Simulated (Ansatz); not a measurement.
# Ti2Al6H: the cost of one run

Method: DFT PBE+D3(BJ), scalar-relativistic, plane waves, PAW, in Ansatz 0.2.0.

1 further run of the same task is left out (for a known fault of the program).

## (1) The system as given

It takes space group I4/mmm (No. 139, tetragonal). The conventional cell has a = 3.794 Å, b = 3.794 Å, c = 8.496 Å, α = 90.00°, β = 90.00°, γ = 90.00°. Ti (site symmetry 4/mmm) is surrounded by 12 Al at 2.68 to 2.85 Å. Around Al (site symmetry 4/mmm) lie 4 Ti at 2.68 Å and 8 Al at 2.85 Å. Around Al (site symmetry -4m2) lie 8 Al at 2.68 to 2.85 Å and 4 Ti at 2.85 Å.

Structure file:

```
Ti Al
1.0
    -1.89709    1.89709    4.24789
     1.89709   -1.89709    4.24789
     1.89709    1.89709   -4.24789
Ti Al
1 3
Direct
  0.00000 0.00000 0.00000
  0.50000 0.50000 0.00000
  0.75000 0.25000 0.50000
  0.25000 0.75000 0.50000
```

It goes back to an entry of the Materials Project, which need not be the stable form.

This cell was relaxed beforehand with the same method: volume 15.29 Å³/atom, gap on the mesh none (metal).

## (2) Setting up the map

Atoms count from 1 in the order of the input.

H is moved over the surface cell at a fixed height above a rigid substrate; the origin of the map has the adsorbate above Al8; the height is held at 3.00 Å.

- position of H9 along the first surface vector, from above Al8: 6 values from 0.000 to 0.833, periodic
- position of H9 along the second surface vector, from above Al8: 6 values from 0.000 to 0.833, periodic

Nothing else is relaxed. Points are written as (first, second).

The two vectors of the plane (Å): (5.024, 0.000, 0.000); (2.159, 4.537, 0.000).

## (3) The run at (0/6, 0/6) of the map's two axes

A dipole layer in the vacuum cancels the field that periodic copies would set up if the slab's two faces differ.

input.yaml reads:

```yaml
crystal:
  lattice:
    - [5.0241861184, 0.0, 0.0]
    - [2.1588814492, 4.5367033229, 0.0]
    - [0.0, 0.0, 21.118711459]
  atoms:
    - { symbol: Al, position: [0.5, 0.0, 0.1894054951] }
    - { symbol: Al, position: [0.0, 0.5, 0.1894054951] }
    - { symbol: Ti, position: [0.5, 0.5, 0.2529248171] }
    - { symbol: Al, position: [0.0, 0.0, 0.2529248171] }
    - { symbol: Al, position: [0.0, 0.5, 0.3208670637] }
    - { symbol: Al, position: [0.5, 0.0, 0.3208670637] }
    - { symbol: Ti, position: [0.0, 0.0, 0.3814982025] }
    - { symbol: Al, position: [0.5, 0.5, 0.3844321409] }
    - { symbol: H, position: [0.5, 0.5, 0.5264862622] }
basis:
  ecutwfc: 420
kpoints:
  mp_grid: { grid: [6, 6, 1] }
hamiltonian:
  xc: pbe
  pseudopotentials: { kind: paw, azcp: { folder: soft_1 } }
  dispersion: d3bj
scf:
  occupations: { method: gaussian, width: 0.1 }
output:
  forces: true
  eigenvalues: true
efield:
  axis: 3
  dipole_correction: true
  ramp_width: 0.04
```

Started as:

```console
> ansatz run input.yaml --threads 1 --pin off --max-ram 3072MiB --backend cpu --events-out ev --progress --plain --runs-dir out
```

Q: Estimate wall time and peak memory on 1 thread of Arm Neoverse V2, shared host.

About 23 s, with a peak of 0.56 GiB.
